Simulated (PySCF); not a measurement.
# C5H5BrN2O: the cost of one run

Computed with PySCF 2.14.0 and routines of our own; the level stands in each step. Atoms count from 0.

## 1. The starting structure

14 atoms, charge 0, multiplicity 1; geometry from: GFN2-xTB.

## 2. Vibronic structure: TDA PBE0/def2-SVP

What the job is given:

```
{"job": {"kind": "vib", "xc": "PBE0", "basis": "def2-SVP", "tda": true}, "charge": 0, "multiplicity": 1}
Br     3.863030     0.004198     1.396595
C      2.495780     0.449326     0.246003
N      2.547314     1.215420    -0.786506
N      1.304598     1.233521    -1.303047
C      0.559155     0.477670    -0.558849
C     -0.852721     0.198831    -0.743513
C     -1.382094    -1.173297    -0.399314
C     -1.731271    -0.014690     0.465801
O      1.267166    -0.063523     0.465683
H     -1.257720     0.716935    -1.600862
H     -0.677693    -1.898577    -0.021127
H     -2.135987    -1.588329    -1.049623
H     -1.268793     0.055175     1.438649
H     -2.731442     0.386868     0.422966
```

Method: TDA PBE0/def2-SVP vertical-gradient vibronic structure (displaced harmonic oscillators, Condon), gas phase.

Command:

```sh
$ OMP_NUM_THREADS=1 python excited_run.py task.json out
```

The driver reads the jobs from task.json and runs them one after another.

**Question.** How long does this first job take on 1 thread of AMD EPYC, shared host, and how much memory does it need?

About 92 s, with a peak of 0.99 GiB.
